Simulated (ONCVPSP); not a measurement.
# Pseudopotential generation for germanium: ONCV, LDA (Perdew-Wang 92)

Do these settings give a usable potential? It is generated, then checked for transferability, scattering, ghosts and hardness.

Method: ONCVPSP 4.0.1.1 (patched build), LDA (Perdew-Wang 92), scalar-relativistic.

### Step 1. The design

Typed settings, in words:

```
element                 : germanium (Ge, Z = 32)
type                    : optimised norm-conserving Vanderbilt (ONCV)
frozen core             : [Ar] 3d10
valence charge          : 4
reference configuration : 4s2 4p2
partial waves           : 4s: rc 1.45 bohr, ncon 3, nbas 8, qcut 3.8 1/bohr, 2 projectors, debl 1.2 Ha; 4p: rc 1.75 bohr, ncon 4, nbas 8, qcut 5.5 1/bohr, 2 projectors, debl 1.9 Ha; d scattering state at 0.02 Ha: rc 1.90 bohr, ncon 4, nbas 8, qcut 4.5 1/bohr, 3 projectors, debl 2.8 Ha
local potential         : polynomial inside 1.15 bohr (lpopt 5, dvloc0 0 Ha)
core correction         : Teter function, fcfact 3.75, rcfact 1.3
```

The outer shells as boxes (Hund's rule for the drawing; the calculation is spin-unpolarised):

```
[Ar] core
3d [↑↓][↑↓][↑↓][↑↓][↑↓]
4s [↑↓]
4p [↑ ][↑ ][  ]
```

### Step 2. Generating the potential

Input file Ge.dat:

```
# ATOM AND REFERENCE CONFIGURATION
# atsym  z   nc   nv     iexc    psfile
  Ge 32.00    6    2  -001012      upf
#
#   n    l    f
    1    0    2.00
    2    0    2.00
    2    1    6.00
    3    0    2.00
    3    1    6.00
    3    2   10.00
    4    0    2.00
    4    1    2.00
#
# PSEUDOPOTENTIAL AND OPTIMIZATION
# lmax
    2
#
#   l,   rc,      ep,       ncon, nbas, qcut
    0    1.45    0.00    3    8    3.80
    1    1.75    0.00    4    8    5.50
    2    1.90    0.02    4    8    4.50
#
# LOCAL POTENTIAL
# lloc, lpopt,  rc(5),   dvloc0
    4    5    1.15    0.00
#
# VANDERBILT-KLEINMAN-BYLANDER PROJECTORs
# l, nproj, debl
    0    2    1.20
    1    2    1.90
    2    3    2.80
#
# MODEL CORE CHARGE
# icmod, fcfact, rcfact
    3    3.75    1.30
#
# LOG DERIVATIVE ANALYSIS
# epsh1, epsh2, depsh
   -2.00    5.00    0.02
#
# OUTPUT GRID
# rlmax, drl
    6.00    0.01
#
# TEST CONFIGURATIONS
# ncnf
    4
# nvcnf
#   n    l    f
    2
    4    0    2.00
    4    1    1.00
#
    2
    4    0    2.00
    4    1    0.00
#
    2
    4    0    1.00
    4    1    0.00
#
    2
    4    0    1.00
    4    1    2.00
#
```

Run with:

```sh
oncvpsp.x < Ge.dat > Ge.out
```

What does the calculation give? Wanted: cutoffs for 1 and 0.1 mHa per electron, occupied waves; bound ghosts; GHOST(+) flags; largest test error; largest phase difference near zero energy, channels read; rms error of d²Exc/dn², without and with the model core.

**Answer**, as computed:

| quantity | value |
| --- | --- |
| cutoffs for 1 and 0.1 mHa per electron, occupied waves | 11 Ha and 51 Ha |
| bound ghosts | d at -28.24 eV |
| GHOST(+) flags | s at 40 eV, p at 128 eV |
| largest test error (AE − PS) | -84 meV, for 4s1 4p0 |
| largest phase difference near zero energy, channels read | 0.001 rad |
| rms error of d²Exc/dn², without and with the model core | 8.05 and 2.93 mHa |

What this shows: It has a bound ghost (d), a state that the atom doesn't have, and that rules the file out. Close by lies the frozen 3d level (-29.6 eV). By total energies transferability is fair: the largest error is 84 meV on 58.6 eV, for 4s1 4p0. That test lies far up in energy; among those under 40 eV, nearer to bonding, the largest error is 13 meV. The potential is soft on the atom: the looser tolerance needs 11 Ha. The tighter tolerance needs 51 Ha, and converged work needs a cutoff nearer that. At the looser tolerance the 4s wave is the slowest; 4p needs 8 Ha. Near zero energy the phases of the channels with partial waves agree within 0.001 rad. The pseudo curves have a pole with no partner nearby in the atom's: s at 1.46 Ha. At positive energy that is a spurious or a displaced resonance. The program also flags highly localised states, GHOST(+) (s, p).
